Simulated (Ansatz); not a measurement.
# Ag on Pt (111)

Aim: for Pt, compare the adsorption sites of Ag.

Program: Ansatz 0.2.0. Level of theory: DFT r2SCAN, scalar-relativistic, plane waves, PAW. These are calculated values, not measurements.

2 further runs of the same task are left out: 2 set aside as unsound or not needed.

**1. The structure to begin with**

It takes space group P-3m1 (No. 164, trigonal). Conventional cell: a = 2.786 Å, b = 2.786 Å, c = 23.825 Å, α = 90.00°, β = 90.00°, γ = 120.00°. Pt (site symmetry 3m) has 9 Pt at 2.79 Å as nearest neighbours. Pt (site symmetry 3m) is surrounded by 12 Pt at 2.76 to 2.79 Å.

As a file:

```
CELL_PARAMETERS angstrom
2.78613 0.00000 0.00000
-1.39307 2.41286 0.00000
0.00000 0.00000 23.82461
ATOMIC_POSITIONS crystal
Pt 0.66667 0.33333 0.35677
Pt 0.33333 0.66667 0.45226
Pt 0.00000 0.00000 0.54663
Pt 0.66667 0.33333 0.64249
```

Miller indices refer to the conventional cell of the relaxed bulk, Fm-3m (No. 225): a = 3.940 Å, b = 3.940 Å, c = 3.940 Å, α = 90.00°, β = 90.00°, γ = 90.00°.

This (111) slab, 6.8 Å thick as cut, with 17 Å of vacuum; its outer planes are Pt (top) and Pt (bottom), was relaxed beforehand with its lower half held: -50145.7788 eV, work function 5.78 eV.

**2. Ag put at a top (Pt) site**

input.yaml reads:

```yaml
crystal:
  lattice:
    - [2.7861346168, 0.0, 0.0]
    - [-1.3930673084, 2.4128633565, 0.0]
    - [0.0, 0.0, 25.8246081658]
  atoms:
    - { symbol: Pt, position: [0.6666666667, 0.3333333333, 0.3291434258] }
    - { symbol: Pt, position: [0.3333333333, 0.6666666667, 0.417232638] }
    - { symbol: Pt, position: [0.0, 0.0, 0.5042935079] }
    - { symbol: Pt, position: [0.6666666667, 0.3333333333, 0.5927277757] }
    - { symbol: Ag, position: [0.6666666667, 0.3333333333, 0.7019259476] }
basis:
  ecutwfc: 500
kpoints:
  mp_grid: { grid: [12, 12, 1] }
hamiltonian:
  xc: r2scan
scf:
  occupations: { method: gaussian, width: 0.1 }
output:
  forces: true
  eigenvalues: true
  write_density: true
  write_potential: true
  elf: true
  volumetric_format: npy
relax:
  adjacent_minimum: "off"
  f_tol: 0.03
  max_steps: 70
  constraints: [{ sites: [0, 1] }]
efield:
  axis: 3
  dipole_correction: true
```

Launch:

```
$ ansatz run input.yaml --threads 2 --pin off --max-ram 5120MiB --backend cpu --events-out ev --progress --plain --runs-dir out
```

The session goes on with these runs: Ag put at a hollow (nearest Pt) site; start: Ag, bridge (Pt-Pt); start: Ag, hollow (nearest Pt).

What does the calculation give? Wanted: Ag: lowest end.

**Answer**, as computed:

| quantity | value |
| --- | --- |
| Ag: lowest end | E_ads -3.12 eV, from the hollow (nearest Pt) start, 3 bonded, 2.37 Å high |

The strongest binding of Ag is 3.12 eV, a strong chemical bond when counted from the free atom, not from the element's molecule or solid; the ends span 0.27 eV. It lowers the work function by 1.03 eV, as a dipole layer with its positive end outwards does. The slab runs have no spin polarisation, while the free adsorbate has its spin; a moment that survived on the surface would lower E_ads. A start on a symmetric site keeps its symmetry, so an end may be a saddle point and not a minimum. Spin-orbit coupling is left out for Pt.
